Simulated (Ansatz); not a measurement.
**C2H7NSSi: how energies converge with the basis set**

One table from this session's results is given with a row withheld; the runs are named, their logs left out.

The runs use Ansatz 0.2.0, Gaussian basis; one geometry, several basis sets.

Plan: PBE0-D4/def2-SVP; ωB97M-V/def2-SVP; PBE0-D4/def2-QZVPP; ωB97M-V/def2-QZVPP; the functionals' def2-TZVPP values are taken from earlier runs.

## Structure used throughout

All runs share one geometry, relaxed beforehand with PBE0-D4 in a triple-zeta def2 set.

SMILES `C=C(N)S[SiH3]`, 12 atoms, charge 0, spin multiplicity 1.

Atoms are counted from 1 here; the program's logs count them from 0.

Bond lengths: C1–C2 1.333 Å, C1–H6 1.080 Å, C1–H7 1.084 Å, C2–N3 1.388 Å, C2–S4 1.773 Å, N3–H8 1.010 Å, N3–H9 1.010 Å, S4–Si5 2.145 Å, Si5–H10 1.485 Å, Si5–H11 1.483 Å, Si5–H12 1.485 Å. Angles: C2–C1–H6 121.0°, C2–C1–H7 120.7°, H6–C1–H7 118.3°, C1–C2–N3 125.5°, C1–C2–S4 120.4°, N3–C2–S4 114.1°, C2–N3–H8 114.4°, C2–N3–H9 114.2°, H8–N3–H9 112.4°, C2–S4–Si5 99.1°, S4–Si5–H10 103.7°, S4–Si5–H11 110.7°, S4–Si5–H12 113.1°, H10–Si5–H11 110.6°, H10–Si5–H12 108.6°, H11–Si5–H12 109.9°.

Coordinates:

```
C    -1.58647    0.74114    1.22431
C    -0.39449    0.39265    0.73958
N     0.32229   -0.73947    1.10000
S     0.38610    1.37411   -0.51333
Si    0.96666   -0.19296   -1.85789
H    -2.14355    1.55933    0.79329
H    -2.02610    0.20000    2.05491
H     1.31215   -0.58449    1.22379
H    -0.08374   -1.26086    1.86351
H     1.38576    0.53267   -3.08413
H    -0.17935   -1.08769   -2.14758
H     2.11766   -0.98933   -1.36245
```

The first run:

Input file in.yaml:

```yaml
crystal:
  periodic: [false, false, false]
  atoms:
    - {symbol: C, position_ang: [-1.586473, 0.741140, 1.224306]}
    - {symbol: C, position_ang: [-0.394495, 0.392655, 0.739578]}
    - {symbol: N, position_ang: [0.322294, -0.739468, 1.100003]}
    - {symbol: S, position_ang: [0.386095, 1.374106, -0.513328]}
    - {symbol: Si, position_ang: [0.966658, -0.192957, -1.857892]}
    - {symbol: H, position_ang: [-2.143548, 1.559335, 0.793287]}
    - {symbol: H, position_ang: [-2.026105, 0.200001, 2.054910]}
    - {symbol: H, position_ang: [1.312146, -0.584495, 1.223794]}
    - {symbol: H, position_ang: [-0.083740, -1.260862, 1.863509]}
    - {symbol: H, position_ang: [1.385760, 0.532667, -3.084132]}
    - {symbol: H, position_ang: [-0.179355, -1.087691, -2.147585]}
    - {symbol: H, position_ang: [2.117662, -0.989331, -1.362449]}
basis:
  gaussian: {orbitals: def2-SVP}
hamiltonian: {xc: pbe0, dispersion: d4}
output: {orbitals: {seedname: orbitals}}
```

Steps of the session up to this table: PBE0-D4 in def2-SVP; ωB97M-V in def2-SVP; PBE0-D4 in def2-QZVPP; ωB97M-V in def2-QZVPP.

One of the session's tables, all rows but one given; the rest of the session is left out.

It belongs to the step «Functionals by basis». 

| functional | basis | HOMO (eV) | LUMO (eV) |
| --- | --- | --- | --- |
| PBE0-D4 | def2-SVP | -6.24 | 0.47 |
| PBE0-D4 | def2-TZVPP | ? | ? |
| PBE0-D4 | def2-QZVPP | -6.39 | -0.02 |
| ωB97M-V | def2-SVP | -8.37 | 2.52 |
| ωB97M-V | def2-TZVPP | -8.51 | 1.89 |
| ωB97M-V | def2-QZVPP | -8.54 | 1.45 |

Q: Estimate the row for PBE0-D4, def2-TZVPP from the others.

As computed: HOMO (eV): -6.36; LUMO (eV): 0.11. In the column «HOMO (eV)» it lies between PBE0-D4, def2-QZVPP (-6.39) and PBE0-D4, def2-SVP (-6.24).
